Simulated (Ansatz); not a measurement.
# BiIr (zincblende): response to moved atoms and strain

How does BiIr (zincblende) push back when it is distorted? Each run changes the relaxed cell in one way. The cell was built by placing the elements on the sites of a structure type; the runs don't test whether it is the stable form.

Program: Ansatz 0.2.0. Level of theory: DFT PBE, scalar-relativistic, plane waves, PAW. These are calculated values, not measurements.

3 further runs of the same task are left out: 1 that didn't finish, 2 set aside as unsound or not needed. Runs told in other sessions of the task aren't counted.

## Step 1: The starting structure

Symmetry: F-43m, No. 216, cubic system. Conventional cell: a = 6.135 Å, b = 6.135 Å, c = 6.135 Å, α = 90.00°, β = 90.00°, γ = 90.00°. Around Ir (site symmetry -43m) lie 4 Bi at 2.66 Å. Bi (site symmetry -43m) is surrounded by 4 Ir at 2.66 Å.

Structure file:

```cif
data_structure
_symmetry_space_group_name_H-M 'P 1'
_symmetry_Int_Tables_number 1
_cell_length_a 4.3381
_cell_length_b 4.3381
_cell_length_c 4.3381
_cell_angle_alpha 60.000
_cell_angle_beta 60.000
_cell_angle_gamma 60.000
_cell_volume 57.73
loop_
_atom_site_label
_atom_site_type_symbol
_atom_site_fract_x
_atom_site_fract_y
_atom_site_fract_z
_atom_site_occupancy
Ir1 Ir 0.00000 0.00000 0.00000 1
Bi1 Bi 0.25000 0.25000 0.25000 1
```

An earlier run at PBE left this cell at 28.863 Å³/atom and 0.04 GPa (10×10×10 mesh).

The changes: atom 2 (Bi) moved 0.2 Å along y; atom 2 (Bi) moved 0.02 Å along z; strain e4 = -0.01, atoms carried along; strain e6 = +0.02, atoms carried along; all atoms moved at random (σ = 0.03 Å), cell strained at random (1 %); all atoms moved at random (σ = 0.1 Å), cell strained at random (1 %).

## Step 2: Atom 2 (Bi) moved 0.2 Å along y

input.yaml

```yaml
crystal:
  lattice:
    - [0.0, 3.0674769725, 3.0674769725]
    - [3.0674769725, 0.0, 3.0674769725]
    - [3.0674769725, 3.0674769725, 0.0]
  atoms:
    - { symbol: Ir, position: [0.0, 0.0, 0.0] }
    - { symbol: Bi, position: [0.2826000817, 0.2173999183, 0.2826000817] }
basis:
  ecutwfc: 420
  ecutrho_ratio: 4
kpoints:
  mp_grid: { grid: [10, 10, 10] }
hamiltonian:
  xc: pbe
scf:
  occupations: { method: gaussian, width: 0.05 }
output:
  forces: true
  stress: true
  eigenvalues: true
  write_density: true
  write_potential: true
  elf: true
  volumetric_format: npy
```

Started as:

```sh
ansatz run input.yaml --threads 2 --pin off --max-ram 2662MiB --backend cpu --events-out ev --progress --plain --runs-dir out
```

Standard output, shortened:

```text
Warning: RAYON_NUM_THREADS=2 ignored (pool sized by the plan → 2); use --threads N
[...]
Pseudopotentials: kind: paw
Pseudopotential: Ir, paw, valence charge 17, recommended cutoff 420 eV (normal), Ir.paw.azcp
Pseudopotential: Bi, paw, valence charge 15, recommended cutoff 420 eV (normal), Bi.paw.azcp
Functional definition: PBE
[...]
Crystal: 2 atoms, lattice volume = 57.726 Å³
Basis set: ecut = 420 eV, 1139 PW (Γ), exchange–correlation on 60×60×60 points (8 copies of the dense FFT grid, shifted against one another)
Bands: 20, of which v1, the nominal top of the filled ones, is band 16 counted from 1 (15 counted from 0)
Symmetry: 4 space group operations
Space group: Imm2 (ITA 44), of the structure as read, at distance tolerance 3.9e-5 Å
k-points: 171 of 1000 (time reversal used)
[...]
SCF iter   1: F=—  HF=-24330.336342 eV  |F-HF|=—  |Δ(HF+E_count)|=         —  Δρ=3.25e-3  dr2=8.44e-3  ethr=1.77e-3  ⟨swp⟩=6.2  Hψ=15539  notcnv=0
[...]
SCF iter   6: F=-24330.337141 eV  HF=-24330.337141 eV  |F-HF|=1.92e-9  |Δ(HF+E_count)|=   1.10e-7  Δρ=6.24e-6  dr2=2.18e-8  ethr=3.13e-10  ⟨swp⟩=11.2  Hψ=25840  notcnv=0
[...]
SCF converged after 6 iterations
Free energy (F): -24330.337141 eV
[...]
E sigma→0 (E₀):  -24330.336436 eV
Entropy (-TS):   -0.001411 eV (-0.706 meV/atom)
Fermi energy:    11.075548 eV
[...]
--- Forces (eV/Å), atoms counted from 1 ---
  atom   1  Ir    -0.00000000     1.94628387     0.00000000
  atom   2  Bi    -0.00000000    -1.94629237    -0.00000000
[...]
--- Stress (GPa, compression-positive) ---
        2.287363      -0.000000      -7.850081
        0.000000       0.140042      -0.000000
       -7.850081      -0.000000       2.287363
  P = ⅓ Tr σ = 1.5716 GPa (15.716 kbar)
--- Band table (eV; the first three rows and the last of 171) ---
  k-point 0: bands = ["-80.0356", "-37.1134", "-36.9914", "-36.9158", "-11.5588", "-11.5557", "-11.5390", "-11.5089", "-11.5069", "-0.8986", "7.4818", "7.6474", "7.9730", "9.5226", "9.6010", "13.3084", "15.4894", "15.8160", "16.0292", "17.8022"]
[...]
```

Wall time 10 s (2 threads of Arm Neoverse V2, shared host); peak memory 0.48 GiB.

Result: volume 28.863 Å³/atom, pressure 1.57 GPa, no gap.

Forces on the atoms, as numbers:

```csv
atom,x (eV/Å),y (eV/Å),z (eV/Å)
Ir1,0.000,1.946,0.000
Bi2,0.000,-1.946,0.000
```

The maps below are laid out on this run's own conventional cell (a, b, c = 4.338, 4.338, 6.135 Å).

Density in a lattice plane of the grid's cell (edges 4.34 and 6.13 Å, at 0.000 of the third edge), which holds Ir and Bi.

Ten even steps from '0' (0.02 e/Å³) to '9' (8.98 e/Å³):
```
9841000000000148
5421001222100124
1100013565310001
0000014787410000
0000014787410000
0000002454200000
0000000111000000
0000000000000000
0000000000000000
0000000000000000
0000000000000000
0000000000000000
0000000000000000
0000000000000000
0000000000000000
0000000000000000
1100000000000001
5420000000000024
9841000000000148
9962000000000269
```
Columns run along the first of these edges and rows up along the second, over one cell in 16 and 20 even steps from the bottom left corner. Atoms in the plane (fractional): Ir at (0.00, 0.00), Bi at (0.50, 0.78).

ELF in the same plane.

Values, 12 rows by 8 columns:
```
0.68 0.52 0.39 0.39 0.40 0.39 0.39 0.52
0.40 0.36 0.40 0.28 0.09 0.28 0.40 0.36
0.30 0.34 0.40 0.24 0.12 0.24 0.40 0.34
0.11 0.19 0.37 0.42 0.34 0.42 0.37 0.19
0.02 0.06 0.23 0.34 0.35 0.34 0.23 0.06
0.01 0.02 0.08 0.16 0.20 0.16 0.08 0.02
0.03 0.03 0.04 0.07 0.08 0.07 0.04 0.03
0.13 0.10 0.06 0.05 0.05 0.05 0.06 0.10
0.29 0.23 0.13 0.06 0.04 0.06 0.13 0.23
0.40 0.28 0.19 0.12 0.07 0.12 0.19 0.28
0.67 0.55 0.23 0.22 0.18 0.22 0.23 0.55
0.29 0.65 0.31 0.37 0.35 0.37 0.31 0.65
```
Columns run along the first of these edges and rows up along the second, over one cell in 8 and 12 even steps from the bottom left corner. Atoms in the plane (fractional): Ir at (0.00, 0.00), Bi at (0.50, 0.78).

Both are smooth fields of the valence electrons: close to the nuclei they are not physical.

## Step 3: Atom 2 (Bi) moved 0.02 Å along z

input.yaml, as its differences from that of step 2:

```diff
@@ -7,3 +7,3 @@
     - { symbol: Ir, position: [0.0, 0.0, 0.0] }
-    - { symbol: Bi, position: [0.2826000817, 0.2173999183, 0.2826000817] }
+    - { symbol: Bi, position: [0.2532600082, 0.2532600082, 0.2467399918] }
 basis:
@@ -21,5 +21 @@
   eigenvalues: true
-  write_density: true
-  write_potential: true
-  elf: true
-  volumetric_format: npy
```

Started as:

```sh
ansatz run input.yaml --threads 2 --pin off --max-ram 2662MiB --backend cpu --events-out ev --progress --plain --runs-dir out
```

Standard output, shortened:

```text
Warning: RAYON_NUM_THREADS=2 ignored (pool sized by the plan → 2); use --threads N
[...]
Pseudopotentials: kind: paw
Pseudopotential: Ir, paw, valence charge 17, recommended cutoff 420 eV (normal), Ir.paw.azcp
Pseudopotential: Bi, paw, valence charge 15, recommended cutoff 420 eV (normal), Bi.paw.azcp
Functional definition: PBE
[...]
Crystal: 2 atoms, lattice volume = 57.726 Å³
Basis set: ecut = 420 eV, 1139 PW (Γ), exchange–correlation on 60×60×60 points (8 copies of the dense FFT grid, shifted against one another)
Bands: 20, of which v1, the nominal top of the filled ones, is band 16 counted from 1 (15 counted from 0)
Symmetry: 4 space group operations
Space group: Imm2 (ITA 44), of the structure as read, at distance tolerance 3.9e-5 Å
k-points: 171 of 1000 (time reversal used)
[...]
SCF iter   1: F=—  HF=-24330.529594 eV  |F-HF|=—  |Δ(HF+E_count)|=         —  Δρ=3.13e-3  dr2=8.26e-3  ethr=1.77e-3  ⟨swp⟩=6.1  Hψ=15369  notcnv=0
[...]
SCF iter   6: F=-24330.530594 eV  HF=-24330.530594 eV  |F-HF|=2.14e-9  |Δ(HF+E_count)|=   6.88e-8  Δρ=5.47e-6  dr2=2.13e-8  ethr=3.13e-10  ⟨swp⟩=6.6  Hψ=16035  notcnv=0
[...]
SCF converged after 6 iterations
Free energy (F): -24330.530594 eV
[...]
E sigma→0 (E₀):  -24330.529895 eV
Entropy (-TS):   -0.001397 eV (-0.699 meV/atom)
Fermi energy:    11.080851 eV
[...]
--- Forces (eV/Å), atoms counted from 1 ---
  atom   1  Ir    -0.00000000     0.00000000     0.19589263
  atom   2  Bi    -0.00000000    -0.00000000    -0.19591493
[...]
--- Stress (GPa, compression-positive) ---
        0.064055      -0.761894      -0.000000
       -0.761894       0.064055      -0.000000
       -0.000000      -0.000000       0.046709
  P = ⅓ Tr σ = 0.0583 GPa (0.583 kbar)
--- Band table (eV; the first three rows and the last of 171) ---
  k-point 0: bands = ["-80.0384", "-37.0120", "-37.0025", "-36.9931", "-11.5166", "-11.5159", "-11.5150", "-11.4751", "-11.4750", "-0.8549", "7.6932", "7.7170", "7.7424", "9.5568", "9.5575", "13.3373", "15.8883", "15.9106", "15.9245", "17.7735"]
[...]
```

It took 6.8 s on 2 threads of Arm Neoverse V2, shared host; peak memory 0.48 GiB.

Read off: volume 28.863 Å³/atom, pressure 0.06 GPa, no gap.

Forces on the atoms, as numbers:

```csv
atom,x (eV/Å),y (eV/Å),z (eV/Å)
Ir1,0.000,0.000,0.196
Bi2,0.000,0.000,-0.196
```

## Step 4: Strain e4 = -0.01, atoms carried along

input.yaml

```yaml
crystal:
  lattice:
    - [0.0, 3.0521395876, 3.0521395876]
    - [3.0674769725, -0.0153373849, 3.0674769725]
    - [3.0674769725, 3.0674769725, -0.0153373849]
  atoms:
    - { symbol: Ir, position: [0.0, 0.0, 0.0] }
    - { symbol: Bi, position: [0.25, 0.25, 0.25] }
basis:
  ecutwfc: 420
  ecutrho_ratio: 4
kpoints:
  mp_grid: { grid: [10, 10, 10] }
hamiltonian:
  xc: pbe
scf:
  occupations: { method: gaussian, width: 0.05 }
output:
  forces: true
  stress: true
  eigenvalues: true
```

Started as:

```sh
ansatz run input.yaml --threads 2 --pin off --max-ram 2662MiB --backend cpu --events-out ev --progress --plain --runs-dir out
```

Standard output, shortened:

```text
Warning: RAYON_NUM_THREADS=2 ignored (pool sized by the plan → 2); use --threads N
[...]
Pseudopotentials: kind: paw
Pseudopotential: Ir, paw, valence charge 17, recommended cutoff 420 eV (normal), Ir.paw.azcp
Pseudopotential: Bi, paw, valence charge 15, recommended cutoff 420 eV (normal), Bi.paw.azcp
Functional definition: PBE
[...]
Crystal: 2 atoms, lattice volume = 57.725 Å³
Basis set: ecut = 420 eV, 1139 PW (Γ), exchange–correlation on 60×60×60 points (8 copies of the dense FFT grid, shifted against one another)
Bands: 20, of which v1, the nominal top of the filled ones, is band 16 counted from 1 (15 counted from 0)
Symmetry: 4 space group operations
Space group: Imm2 (ITA 44), of the structure as read, at distance tolerance 3.9e-5 Å
k-points: 171 of 1000 (time reversal used)
[...]
SCF iter   1: F=—  HF=-24330.530672 eV  |F-HF|=—  |Δ(HF+E_count)|=         —  Δρ=3.12e-3  dr2=8.17e-3  ethr=1.77e-3  ⟨swp⟩=6.2  Hψ=15398  notcnv=0
[...]
SCF iter   6: F=-24330.531633 eV  HF=-24330.531633 eV  |F-HF|=2.91e-9  |Δ(HF+E_count)|=   5.40e-8  Δρ=3.80e-6  dr2=1.02e-8  ethr=3.08e-10  ⟨swp⟩=3.9  Hψ=14127  notcnv=0
[...]
SCF converged after 6 iterations
Free energy (F): -24330.531633 eV
[...]
E sigma→0 (E₀):  -24330.530893 eV
Entropy (-TS):   -0.001479 eV (-0.740 meV/atom)
Fermi energy:    11.079281 eV
[...]
--- Forces (eV/Å), atoms counted from 1 ---
  atom   1  Ir    -0.13742306    -0.00000000     0.00000000
  atom   2  Bi     0.13742035    -0.00000000     0.00000000
[...]
--- Stress (GPa, compression-positive) ---
        0.048013       0.000000      -0.000000
        0.000000       0.053606       0.499869
       -0.000000       0.499869       0.053606
  P = ⅓ Tr σ = 0.0517 GPa (0.517 kbar)
--- Band table (eV; the first three rows and the last of 171) ---
  k-point 0: bands = ["-80.0384", "-37.0079", "-37.0024", "-36.9972", "-11.5170", "-11.5151", "-11.5134", "-11.4744", "-11.4743", "-0.8544", "7.7124", "7.7175", "7.7235", "9.5573", "9.5573", "13.3369", "15.8864", "15.9082", "15.9338", "17.7102"]
[...]
```

Run time: 6.7 s. Hardware: 2 threads of Arm Neoverse V2, shared host; peak memory 0.48 GiB.

Read off: volume 28.862 Å³/atom, pressure 0.05 GPa, metallic.

Forces on the atoms, as numbers:

```csv
atom,x (eV/Å),y (eV/Å),z (eV/Å)
Ir1,-0.137,0.000,0.000
Bi2,0.137,0.000,0.000
```

## Step 5: Strain e6 = +0.02, atoms carried along

input.yaml, as its differences from that of step 4:

```diff
@@ -2,5 +2,5 @@
   lattice:
-    - [0.0, 3.0521395876, 3.0521395876]
-    - [3.0674769725, -0.0153373849, 3.0674769725]
-    - [3.0674769725, 3.0674769725, -0.0153373849]
+    - [0.0306747697, 3.0674769725, 3.0674769725]
+    - [3.0674769725, 0.0306747697, 3.0674769725]
+    - [3.0981517422, 3.0981517422, 0.0]
   atoms:
```

Started as:

```sh
ansatz run input.yaml --threads 2 --pin off --max-ram 2662MiB --backend cpu --events-out ev --progress --plain --runs-dir out
```

Standard output, shortened:

```text
Warning: RAYON_NUM_THREADS=2 ignored (pool sized by the plan → 2); use --threads N
[...]
Pseudopotentials: kind: paw
Pseudopotential: Ir, paw, valence charge 17, recommended cutoff 420 eV (normal), Ir.paw.azcp
Pseudopotential: Bi, paw, valence charge 15, recommended cutoff 420 eV (normal), Bi.paw.azcp
Functional definition: PBE
[...]
Crystal: 2 atoms, lattice volume = 57.721 Å³
Basis set: ecut = 420 eV, 1135 PW (Γ), exchange–correlation on 60×60×60 points (8 copies of the dense FFT grid, shifted against one another)
Bands: 20, of which v1, the nominal top of the filled ones, is band 16 counted from 1 (15 counted from 0)
Symmetry: 4 space group operations
Space group: Imm2 (ITA 44), of the structure as read, at distance tolerance 3.9e-5 Å
k-points: 171 of 1000 (time reversal used)
[...]
SCF iter   1: F=—  HF=-24330.527937 eV  |F-HF|=—  |Δ(HF+E_count)|=         —  Δρ=3.08e-3  dr2=7.89e-3  ethr=1.77e-3  ⟨swp⟩=6.1  Hψ=15379  notcnv=0
[...]
SCF iter   6: F=-24330.528962 eV  HF=-24330.528962 eV  |F-HF|=4.30e-9  |Δ(HF+E_count)|=   1.78e-8  Δρ=3.80e-6  dr2=9.42e-9  ethr=3.13e-10  ⟨swp⟩=6.6  Hψ=15181  notcnv=0
[...]
SCF converged after 6 iterations
Free energy (F): -24330.528962 eV
[...]
E sigma→0 (E₀):  -24330.528121 eV
Entropy (-TS):   -0.001682 eV (-0.841 meV/atom)
Fermi energy:    11.080453 eV
[...]
--- Forces (eV/Å), atoms counted from 1 ---
  atom   1  Ir    -0.00000000    -0.00000000     0.27516969
  atom   2  Bi    -0.00000000    -0.00000000    -0.27518377
[...]
--- Stress (GPa, compression-positive) ---
        0.080788      -0.980500       0.000000
       -0.980500       0.080788       0.000000
        0.000000       0.000000       0.071837
  P = ⅓ Tr σ = 0.0778 GPa (0.778 kbar)
--- Band table (eV; the first three rows and the last of 171) ---
  k-point 0: bands = ["-80.0379", "-37.0133", "-37.0019", "-36.9913", "-11.5178", "-11.5140", "-11.5105", "-11.4734", "-11.4730", "-0.8541", "7.7078", "7.7167", "7.7297", "9.5580", "9.5580", "13.3346", "15.8653", "15.9050", "15.9597", "17.6353"]
[...]
```

Run time: 6.9 s. Hardware: 2 threads of Arm Neoverse V2, shared host; peak memory 0.48 GiB.

Read off: volume 28.860 Å³/atom, pressure 0.08 GPa, no gap.

Forces on the atoms, as numbers:

```
atom  x (eV/Å)  y (eV/Å)  z (eV/Å)
 Ir1     0.000     0.000     0.275
 Bi2     0.000     0.000    -0.275
```

## Step 6: All atoms moved at random (σ = 0.03 Å), cell strained at random (1 %)

input.yaml

```yaml
crystal:
  lattice:
    - [-0.0106985523, 3.1046043682, 3.0538032853]
    - [3.0546358441, 0.0134513288, 3.0296534042]
    - [3.0826376882, 3.1084563312, -0.0145505154]
  atoms:
    - { symbol: Ir, position: [0.0049288616, -0.0001958395, -0.0070979919] }
    - { symbol: Bi, position: [0.2450711384, 0.2501958395, 0.2570979919] }
basis:
  ecutwfc: 420
  ecutrho_ratio: 4
kpoints:
  mp_grid: { grid: [10, 10, 10] }
hamiltonian:
  xc: pbe
scf:
  occupations: { method: gaussian, width: 0.05 }
output:
  forces: true
  stress: true
  eigenvalues: true
```

Started as:

```sh
ansatz run input.yaml --threads 2 --pin off --max-ram 2662MiB --backend cpu --events-out ev --progress --plain --runs-dir out
```

Standard output, shortened:

```text
Warning: RAYON_NUM_THREADS=2 ignored (pool sized by the plan → 2); use --threads N
[...]
Pseudopotentials: kind: paw
Pseudopotential: Ir, paw, valence charge 17, recommended cutoff 420 eV (normal), Ir.paw.azcp
Pseudopotential: Bi, paw, valence charge 15, recommended cutoff 420 eV (normal), Bi.paw.azcp
Functional definition: PBE
[...]
Crystal: 2 atoms, lattice volume = 58.104 Å³
Basis set: ecut = 420 eV, 1135 PW (Γ), exchange–correlation on 60×60×60 points (8 copies of the dense FFT grid, shifted against one another)
Bands: 20, of which v1, the nominal top of the filled ones, is band 16 counted from 1 (15 counted from 0)
Symmetry: 1 space group operations
Space group: P1 (ITA 1), of the structure as read, at distance tolerance 3.9e-5 Å
k-points: 504 of 1000 (time reversal used)
[...]
SCF iter   1: F=—  HF=-24330.516750 eV  |F-HF|=—  |Δ(HF+E_count)|=         —  Δρ=3.03e-3  dr2=7.50e-3  ethr=1.77e-3  ⟨swp⟩=6.2  Hψ=45503  notcnv=0
[...]
SCF iter   6: F=-24330.517810 eV  HF=-24330.517810 eV  |F-HF|=5.65e-9  |Δ(HF+E_count)|=   5.26e-8  Δρ=4.96e-6  dr2=1.13e-8  ethr=3.13e-10  ⟨swp⟩=6.6  Hψ=47520  notcnv=0
[...]
SCF converged after 6 iterations
Free energy (F): -24330.517810 eV
[...]
E sigma→0 (E₀):  -24330.516914 eV
Entropy (-TS):   -0.001791 eV (-0.896 meV/atom)
Fermi energy:    10.978055 eV
[...]
--- Forces (eV/Å), atoms counted from 1 ---
  atom   1  Ir     0.47559881    -0.00091066    -0.20108359
  atom   2  Bi    -0.47560149     0.00090730     0.20108752
[...]
--- Stress (GPa, compression-positive) ---
       -0.483557       0.783661       0.048967
        0.783661      -0.472725      -1.776020
        0.048967      -1.776020      -0.347836
  P = ⅓ Tr σ = -0.4347 GPa (-4.347 kbar)
--- Band table (eV; the first three rows and the last of 504) ---
  k-point 0: bands = ["-80.1355", "-37.1260", "-37.0960", "-37.0724", "-11.6202", "-11.6180", "-11.6148", "-11.5780", "-11.5768", "-0.9294", "7.5609", "7.6575", "7.6954", "9.4440", "9.4888", "13.1921", "15.6726", "15.7544", "15.8123", "17.5849"]
[...]
```

It took 20 s on 2 threads of Arm Neoverse V2, shared host; peak memory 0.79 GiB.

In short: volume 29.052 Å³/atom, pressure -0.43 GPa, a metal on this mesh.

Forces on the atoms, as numbers:

```csv
atom,x (eV/Å),y (eV/Å),z (eV/Å)
Ir1,0.476,-0.001,-0.201
Bi2,-0.476,0.001,0.201
```

## Step 7: All atoms moved at random (σ = 0.1 Å), cell strained at random (1 %)

input.yaml

```yaml
crystal:
  lattice:
    - [0.0204864635, 3.0775463254, 3.1134439581]
    - [3.0849989678, 0.0162855079, 3.1176449138]
    - [3.1264266658, 3.123174979, -0.0251421901]
  atoms:
    - { symbol: Ir, position: [0.0371752628, -0.0403125517, 0.0024165498] }
    - { symbol: Bi, position: [0.2128247372, 0.2903125517, 0.2475834502] }
basis:
  ecutwfc: 420
  ecutrho_ratio: 4
kpoints:
  mp_grid: { grid: [10, 10, 10] }
hamiltonian:
  xc: pbe
scf:
  occupations: { method: gaussian, width: 0.05 }
output:
  forces: true
  stress: true
  eigenvalues: true
```

Started as:

```sh
ansatz run input.yaml --threads 2 --pin off --max-ram 2662MiB --backend cpu --events-out ev --progress --plain --runs-dir out
```

Standard output, shortened:

```text
Warning: RAYON_NUM_THREADS=2 ignored (pool sized by the plan → 2); use --threads N
[...]
Pseudopotentials: kind: paw
Pseudopotential: Ir, paw, valence charge 17, recommended cutoff 420 eV (normal), Ir.paw.azcp
Pseudopotential: Bi, paw, valence charge 15, recommended cutoff 420 eV (normal), Bi.paw.azcp
Functional definition: PBE
[...]
Crystal: 2 atoms, lattice volume = 59.876 Å³
Basis set: ecut = 420 eV, 1203 PW (Γ), exchange–correlation on 60×60×60 points (8 copies of the dense FFT grid, shifted against one another)
Bands: 20, of which v1, the nominal top of the filled ones, is band 16 counted from 1 (15 counted from 0)
Symmetry: 1 space group operations
Space group: P1 (ITA 1), of the structure as read, at distance tolerance 3.9e-5 Å
k-points: 504 of 1000 (time reversal used)
[...]
SCF iter   1: F=—  HF=-24329.921672 eV  |F-HF|=—  |Δ(HF+E_count)|=         —  Δρ=3.92e-3  dr2=1.15e-2  ethr=1.77e-3  ⟨swp⟩=6.3  Hψ=46202  notcnv=0
[...]
SCF iter   6: F=-24329.921492 eV  HF=-24329.921492 eV  |F-HF|=7.80e-9  |Δ(HF+E_count)|=   4.01e-7  Δρ=9.68e-6  dr2=5.45e-8  ethr=3.13e-10  ⟨swp⟩=7.0  Hψ=48359  notcnv=0
[...]
SCF converged after 6 iterations
Free energy (F): -24329.921492 eV
[...]
E sigma→0 (E₀):  -24329.920538 eV
Entropy (-TS):   -0.001909 eV (-0.954 meV/atom)
Fermi energy:    10.465993 eV
[...]
--- Forces (eV/Å), atoms counted from 1 ---
  atom   1  Ir     2.50256377    -2.71670832     2.22316433
  atom   2  Bi    -2.50255290     2.71669679    -2.22317978
[...]
--- Stress (GPa, compression-positive) ---
        0.832573      -4.951181       9.555767
       -4.951180       0.648769      -8.773289
        9.555768      -8.773291       3.982847
  P = ⅓ Tr σ = 1.8214 GPa (18.214 kbar)
--- Band table (eV; the first three rows and the last of 504) ---
  k-point 0: bands = ["-80.5554", "-37.7364", "-37.4723", "-37.3861", "-12.2099", "-12.1491", "-12.1387", "-12.1223", "-12.1190", "-1.3705", "6.9526", "7.0908", "7.6447", "9.0266", "9.1432", "12.5012", "14.4017", "14.8890", "15.1819", "16.9409"]
[...]
```

Run time: 22 s. Hardware: 2 threads of Arm Neoverse V2, shared host; peak memory 0.81 GiB.

Result: volume 29.938 Å³/atom, pressure 1.82 GPa, no gap.

Forces on the atoms, as numbers:

```csv
atom,x (eV/Å),y (eV/Å),z (eV/Å)
Ir1,2.503,-2.717,2.223
Bi2,-2.503,2.717,-2.223
```

## Step 8: Results

| change | change of free energy (meV/atom) | largest force (eV/Å) | largest change of stress (GPa) |
| --- | --- | --- | --- |
| atom 2 (Bi) moved 0.2 Å along y | 97.70 | 1.946 | 7.85 |
| atom 2 (Bi) moved 0.02 Å along z | 0.98 | 0.196 | 0.76 |
| strain e4 = -0.01, atoms carried along | 0.46 | 0.137 | 0.50 |
| strain e6 = +0.02, atoms carried along | 1.79 | 0.275 | 0.98 |
| all atoms moved at random (σ = 0.03 Å), cell strained at random (1 %) | 7.37 | 0.516 | 1.78 |
| all atoms moved at random (σ = 0.1 Å), cell strained at random (1 %) | 305.53 | 4.311 | 9.56 |

Moving atom 2 by 0.20 Å meets a restoring force of 1.946 eV/Å along the move, a force constant of about 9.7 eV/Å². Moving atom 2 by 0.02 Å meets a restoring force of 0.196 eV/Å along the move, a force constant of about 9.8 eV/Å². The strain e4 = -0.01 changes that stress component by +0.50 GPa (compression positive), a ratio of 50 GPa; that is a secant over a finite strain with the atoms carried along, not the elastic constant. The strain e6 = +0.02 changes that stress component by -0.98 GPa (compression positive), a ratio of 49 GPa; that is a secant over a finite strain with the atoms carried along, not the elastic constant. No change lowers the energy by more than 0.5 meV/atom; other distortions weren't tried. Spin–orbit coupling is left out, though the cell holds Bi; in elements this heavy it can shift levels and gaps by tenths of an eV.
